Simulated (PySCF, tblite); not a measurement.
**BGaH4O: geometry, infrared bands, NMR shifts and spin-spin couplings**

What infrared bands, NMR shifts and spin-spin couplings should BGaH4O (`B[O][GaH2]`) show?

The runs use tblite 0.8.0 and PySCF 2.14.0, with density-fitted response routines of our own; the level of theory stands in each step. All values are computed, except where a source is named. Atoms are numbered from 0 throughout.

### Step 1. The molecule as given

7 atoms, charge 0, multiplicity 1; geometry from: force field or distance geometry start.

Bonds of the start (Å): B0–O1 1.45, O1–Ga2 1.70, B0–H3 1.18, B0–H4 1.18, Ga2–H5 1.69, Ga2–H6 1.58.

### Step 2. Geometry optimisation with GFN2-xTB

Job settings and geometry (Å):

```
{"job": {"kind": "relax", "xc": "GFN2-xTB", "basis": "xTB"}, "charge": 0, "multiplicity": 1}
B     -1.323900    -0.387400    -0.079000
O     -0.032800    -0.483600    -0.727800
Ga     1.416500     0.396100    -0.815300
H     -1.632500    -1.273800     0.628000
H     -2.214900     0.286900    -0.457500
H      1.035700     1.888200    -0.129200
H      2.755200    -0.421600    -0.595700
```

The run is started by

```bash
OMP_NUM_THREADS=1 python probes_run.py task.json out
```

The driver reads the jobs from task.json and runs them one after another.

Output:

```text
step      E/eV     max force
  0    -233.14045    3.452
  1    -233.36938    1.249
  2    -233.45697    1.647
  3    -233.52141    1.074
  4    -233.59071    0.536
  5    -233.60304    0.453
  6    -233.63325    0.332
  7    -233.64282    0.386
  8    -233.67444    0.429
  9    -233.68649    0.328
 10    -233.69566    0.352
 11    -233.70489    0.363
 12    -233.72017    0.502
 13    -233.73753    0.570
 14    -233.75375    0.528
 15    -233.76822    0.362
 16    -233.77798    0.360
 17    -233.79030    0.432
 18    -233.80807    0.517
 19    -233.82209    0.411
 20    -233.82910    0.209
 21    -233.83185    0.136
 22    -233.83314    0.149
 23    -233.83450    0.141
 24    -233.83606    0.136
 25    -233.83797    0.124
 26    -233.83887    0.117
 27    -233.84019    0.161
 28    -233.84161    0.170
 29    -233.84330    0.127
 30    -233.84465    0.099
 31    -233.84547    0.079
 32    -233.84605    0.089
 33    -233.84670    0.078
 34    -233.84724    0.069
 35    -233.84775    0.071
 36    -233.84843    0.088
 37    -233.84967    0.142
 38    -233.85175    0.173
 39    -233.85421    0.161
 40    -233.85581    0.077
 41    -233.85632    0.063
 42    -233.85660    0.052
 43    -233.85696    0.064
 44    -233.85767    0.070
 45    -233.85826    0.079
 46    -233.85886    0.080
 47    -233.85944    0.069
 48    -233.86016    0.071
 49    -233.86100    0.092
 50    -233.86202    0.115
 51    -233.86322    0.109
 52    -233.86444    0.145
 53    -233.86491    0.105
 54    -233.86660    0.085
 55    -233.86735    0.057
 56    -233.86781    0.077
 57    -233.86816    0.058
 58    -233.86884    0.089
 59    -233.86955    0.124
 60    -233.87072    0.145
 61    -233.87191    0.114
 62    -233.87263    0.051
 63    -233.87280    0.020
 64    -233.87284    0.013
 65    -233.87285    0.005
```

Run time: 0.46 s. Hardware: 1 thread of Intel Xeon at 2.50GHz, shared host.

The steps of the relaxation: (not every step is listed)

```csv
step,energy from step 0 (eV),largest force (eV/Å)
0,0.0000,3.4518
1,-0.2289,1.2489
2,-0.3165,1.6471
3,-0.3810,1.0738
4,-0.4503,0.5356
5,-0.4626,0.4533
6,-0.4928,0.3318
7,-0.5024,0.3865
8,-0.5340,0.4290
13,-0.5971,0.5698
18,-0.6676,0.5171
23,-0.6941,0.1406
28,-0.7012,0.1699
33,-0.7063,0.0781
38,-0.7113,0.1731
43,-0.7165,0.0640
48,-0.7197,0.0712
53,-0.7245,0.1049
58,-0.7284,0.0893
60,-0.7303,0.1448
61,-0.7315,0.1139
62,-0.7322,0.0512
63,-0.7324,0.0200
64,-0.7324,0.0130
65,-0.7324,0.0054
```

Distances of close pairs at the start and the end, largest changes first:

```
  bond  before (Å)  after (Å)  change (Å)
Ga2–H5       1.686      1.545      -0.141
 B0–O1       1.448      1.335      -0.113
Ga2–H6       1.584      1.545      -0.039
O1–Ga2       1.698      1.721      +0.023
 B0–H3       1.175      1.179      +0.004
 B0–H4       1.180      1.179      -0.001
```

The final coordinates are the input of the step that follows.

### Step 3. Vibrational analysis with GFN2-xTB

Job settings and geometry (Å):

```
{"job": {"kind": "ir", "xc": "GFN2-xTB", "basis": "xTB"}, "charge": 0, "multiplicity": 1}
B     -1.419202    -0.530942    -0.131879
O     -0.177696    -0.066183    -0.288174
Ga     1.423170     0.532651    -0.489574
H     -1.702863    -1.116687     0.850973
H     -2.220024    -0.350036    -0.978070
H      1.679784     1.961827     0.037699
H      2.420165    -0.425725    -1.177398
```

Output:

```text
mode    cm-1     km/mol
  1     162.3      2.75
  2     164.6      0.06
  3     172.9      3.14
  4     387.2    160.59
  5     418.6     90.55
  6     453.5     55.51
  7     671.6    206.95
  8     892.4    127.47
  9     964.0     45.76
 10    1187.4      2.56
 11    1303.7    433.60
 12    1720.4    458.05
 13    1721.6    333.87
 14    2540.7    162.56
 15    2554.8    206.65
```

It took 0.22 s on 1 thread of Intel Xeon at 2.50GHz, shared host.

Which atoms move in the most intense modes:

```csv
cm⁻¹,km/mol,atoms
387,160.6,"H5 47 %, H6 47 %"
672,206.9,"H5 49 %, H6 49 %"
892,127.5,"H4 36 %, H3 36 %, B0 27 %"
1304,433.6,"B0 52 %, O1 31 %"
1720,458.1,H5 98 %
1722,333.9,H6 98 %
2541,162.6,"H4 55 %, H3 42 %"
2555,206.7,"H3 51 %, H4 38 %, B0 11 %"
```

### Step 4. Shielding tensors: PBE0/pcSseg-1

The job, as its differences from that of step 3:

```diff
@@ -1,2 +1,2 @@
-{"job": {"kind": "ir", "xc": "GFN2-xTB", "basis": "xTB"}, "charge": 0, "multiplicity": 1}
+{"job": {"kind": "nmr", "xc": "PBE0", "basis": "pcSseg-1"}, "charge": 0, "multiplicity": 1}
 B     -1.419202    -0.530942    -0.131879
```

Level: GIAO PBE0/pcSseg-1 NMR shielding, non-relativistic, gas phase.

Output:

```text
coarse grid: 27664 points
cycle   1  E = -2026.6195345728  dE = -3.672e-01  |g| = 1.191e+00  |ddm| = 2.420e+00
cycle   2  E = -2026.1112298574  dE =  5.083e-01  |g| = 2.002e+00  |ddm| = 1.578e+00
cycle   3  E = -2026.7510984172  dE = -6.399e-01  |g| = 3.905e-01  |ddm| = 1.242e+00
cycle   4  E = -2026.7766194540  dE = -2.552e-02  |g| = 8.947e-02  |ddm| = 2.553e-01
cycle   5  E = -2026.7773968811  dE = -7.774e-04  |g| = 1.092e-02  |ddm| = 5.530e-02
cycle   6  E = -2026.7774214294  dE = -2.455e-05  |g| = 2.907e-03  |ddm| = 1.049e-02
cycle   7  E = -2026.7774236718  dE = -2.242e-06  |g| = 3.313e-04  |ddm| = 2.547e-03
final grid: 57200 points
cycle   8  E = -2026.7774403427  dE = -2.876e-08  |g| = 2.866e-04  |ddm| = 6.434e-04
cycle   9  E = -2026.7774403480  dE = -5.250e-09  |g| = 2.500e-04  |ddm| = 3.333e-04
cycle  10  E = -2026.7774403579  dE = -9.890e-09  |g| = 3.291e-05  |ddm| = 1.517e-04
cycle  11  E = -2026.7774403580  dE = -1.583e-10  |g| = 7.159e-06  |ddm| = 2.380e-05
converged SCF energy = -2026.7774403580

GIAO shielding tensors (ppm)
atom      isotropic    diamagn.    paramagn.     s11        s22        s33       span
  0 B       51.731     193.930    -142.200     11.381     43.399    100.411     89.030
  1 O       43.197     397.936    -354.739    -96.383     44.470    181.503    277.887
  2 Ga    1356.172    2638.831   -1282.659   1156.216   1301.008   1611.292    455.076
  3 H       25.957      30.366      -4.409     25.413     25.568     26.892      1.479
  4 H       25.955      29.926      -3.970     25.409     25.566     26.891      1.482
  5 H       26.006      27.370      -1.363     20.306     20.693     37.019     16.714
  6 H       26.009      27.278      -1.269     20.306     20.694     37.026     16.721
```

It took 14 s on 1 thread of Intel Xeon at 2.50GHz, shared host; peak memory 0.42 GiB.

Shifts follow as δ = σ(reference) − σ, with reference shieldings (ppm) from runs at the same level and on the same kind of geometry: 1H TMS 31.72, 17O H2O 336.1, 11B BF3·OEt2 100.1. The references are single molecules in the gas phase, so shifts against H2O, NH3, PH3, H3PO4 or CFCl3 are not on the usual liquid scales and can be off by tens of ppm. Atoms listed in one row are averaged.

```
 atoms                      environment  σ (ppm)  δ (ppm)
H3, H4  hydrogen on a boron bonded to O    25.96     5.76
H5, H6     hydrogen on a Ga bonded to O    26.01     5.71
    B0           boron bonded to O, 2 H     51.7     48.3
    O1           oxygen bonded to B, Ga     43.2    292.9
   Ga2              Ga bonded to O, 2 H     1356        –
```

The run also stored atomic charges by several schemes (e):

| atoms | Mulliken | IAO | Hirshfeld | ESP fit |
| --- | --- | --- | --- | --- |
| B0 | 0.29 | 0.16 | 0.16 | 0.34 |
| O1 | -0.65 | -0.56 | -0.29 | -0.41 |
| Ga2 | 0.73 | 0.73 | 0.52 | 0.79 |

Mayer bond orders: B0–O1 1.27, O1–Ga2 0.76.

### Step 5. J couplings: B3LYP/pcSseg-1+pcJ-1

The job, as its differences from that of step 4:

```diff
@@ -1,2 +1,2 @@
-{"job": {"kind": "nmr", "xc": "PBE0", "basis": "pcSseg-1"}, "charge": 0, "multiplicity": 1}
+{"job": {"kind": "j", "xc": "B3LYP", "basis": "pcJ-1"}, "charge": 0, "multiplicity": 1}
 B     -1.419202    -0.530942    -0.131879
```

Level: B3LYP/pcJ-1 Ga:pcSseg-1 indirect spin-spin coupling, non-relativistic, gas phase.

Output:

```text
coarse grid: 27664 points
cycle   1  E = -2027.0510940374  dE = -3.532e-01  |g| = 1.301e+00  |ddm| = 2.346e+00
cycle   2  E = -2026.2002854282  dE =  8.508e-01  |g| = 2.430e+00  |ddm| = 1.820e+00
cycle   3  E = -2027.1907535835  dE = -9.905e-01  |g| = 5.276e-01  |ddm| = 1.506e+00
cycle   4  E = -2027.2366048813  dE = -4.585e-02  |g| = 1.123e-01  |ddm| = 3.301e-01
cycle   5  E = -2027.2378597340  dE = -1.255e-03  |g| = 1.961e-02  |ddm| = 8.162e-02
cycle   6  E = -2027.2379493681  dE = -8.963e-05  |g| = 5.399e-03  |ddm| = 1.928e-02
cycle   7  E = -2027.2379564427  dE = -7.075e-06  |g| = 6.184e-04  |ddm| = 4.099e-03
final grid: 57200 points
cycle   8  E = -2027.2379650129  dE = -1.530e-08  |g| = 7.313e-04  |ddm| = 1.083e-03
cycle   9  E = -2027.2379648598  dE =  1.531e-07  |g| = 1.193e-03  |ddm| = 1.116e-03
cycle  10  E = -2027.2379651028  dE = -2.430e-07  |g| = 2.117e-04  |ddm| = 7.495e-04
cycle  11  E = -2027.2379651109  dE = -8.115e-09  |g| = 1.356e-05  |ddm| = 1.174e-04
cycle  12  E = -2027.2379651110  dE = -2.001e-11  |g| = 5.400e-06  |ddm| = 1.157e-05
converged SCF energy = -2027.2379651110

Indirect spin-spin couplings (Hz)
  i      j    bonds     total        FC       PSO       DSO        SD
  0 B    1 O    1    -14.978   -21.829     7.240    -0.150    -0.239
  0 B    3 H    1    145.755   145.718    -1.210     0.751     0.496
  0 B    4 H    1    145.754   145.717    -1.210     0.751     0.496
  0 B    5 H    3      1.680     2.049     0.367    -0.746     0.009
  0 B    6 H    3      1.672     2.042     0.367    -0.746     0.009
  1 O    3 H    2     -7.192    -8.001     0.920     0.029    -0.140
  1 O    4 H    2     -7.210    -8.019     0.920     0.029    -0.139
  1 O    5 H    2    -17.080   -17.933     0.326     0.524     0.003
  1 O    6 H    2    -17.071   -17.924     0.326     0.524     0.003
  3 H    4 H    2     20.295    20.011     2.132    -1.974     0.126
  3 H    5 H    4     -1.471    -0.743     0.751    -1.479    -0.000
  3 H    6 H    4     -1.471    -0.741     0.753    -1.482    -0.000
  4 H    5 H    4     -1.464    -0.736     0.752    -1.479    -0.000
  4 H    6 H    4     -1.467    -0.740     0.751    -1.478    -0.000
  5 H    6 H    2     85.842    91.194     1.643    -7.033     0.039
```

It took 26 s on 1 thread of Intel Xeon at 2.50GHz, shared host; peak memory 0.61 GiB.

Couplings of 1 Hz or more, nine at most for each number of bonds, with means over like pairs (isotopes 11B, 1H, 17O):

| pair | bonds | J (Hz) | Fermi contact (Hz) |
| --- | --- | --- | --- |
| B0–H3 | 1 | 145.8 | 145.7 |
| B0–O1 | 1 | -15.0 | -21.8 |
| H5–H6 | 2 | 85.8 | 91.2 |
| H3–H4 | 2 | 20.3 | 20.0 |
| O1–H5 | 2 | -17.1 | -17.9 |
| O1–H3 | 2 | -7.2 | -8.0 |
| B0–H5 | 3 | 1.7 | 2.0 |
| H3–H5 | 4 | -1.5 | -0.7 |

The response was solved for the nuclei of B, H, O alone, so couplings that need other nuclei can be missing.

Quadrupole couplings from the field gradients of the same density:

```
atom  isotope  eQq/h (MHz)     η
 Ga2     69Ga        137.6  0.45
  O1      17O       -4.851  0.84
  B0      11B        4.339  0.39
```

Shifts (PBE0/pcSseg-1, unscaled) and these couplings together give the proton spectrum at 400 MHz below. Couplings to quadrupolar nuclei are left out.

1H NMR δ 5.76 (br, 2H), 5.71 (br, 2H).

### Step 6. What came out

| quantity | value |
| --- | --- |
| strongest single infrared mode (GFN2-xTB) | 1720 cm⁻¹, 458 km/mol |
| zero-point energy (GFN2-xTB) | 21.9 kcal/mol |
| 1H shifts against TMS (PBE0/pcSseg-1, means over atoms taken as alike) | 5.76, 5.71 ppm |
| 11B shifts against BF3·OEt2 (PBE0/pcSseg-1) | 48.3 ppm |
| 17O shifts against H2O (PBE0/pcSseg-1) | 292.9 ppm |
| shieldings of Ga (PBE0/pcSseg-1) | Ga2 1356.2 ppm |
| largest coupling of the table (B3LYP/pcSseg-1+pcJ-1) | 1J(B,H) B0–H3, 145.8 Hz |

What this shows: Relaxing lowered the energy by 0.732 eV in 65 steps; the close pair that moved most is Ga2–H5, from 1.686 to 1.545 Å. All 15 modes are real, so the xTB geometry is a minimum. GFN2-xTB is a fitted tight-binding method: band positions and strengths are rough. Its intensities can rank the bands wrongly. At PBE0/pcSseg-1: Shielding is most anisotropic at Ga2 (span 455 ppm, paramagnetic term -1283 ppm). Of the pairs tabulated at B3LYP/pcSseg-1+pcJ-1, B0–H3 (mean over like pairs) couples most strongly (145.8 Hz; Fermi contact 145.7 Hz). Spin-orbit coupling is left out, which matters for shieldings and couplings at and beside the heavy atoms.
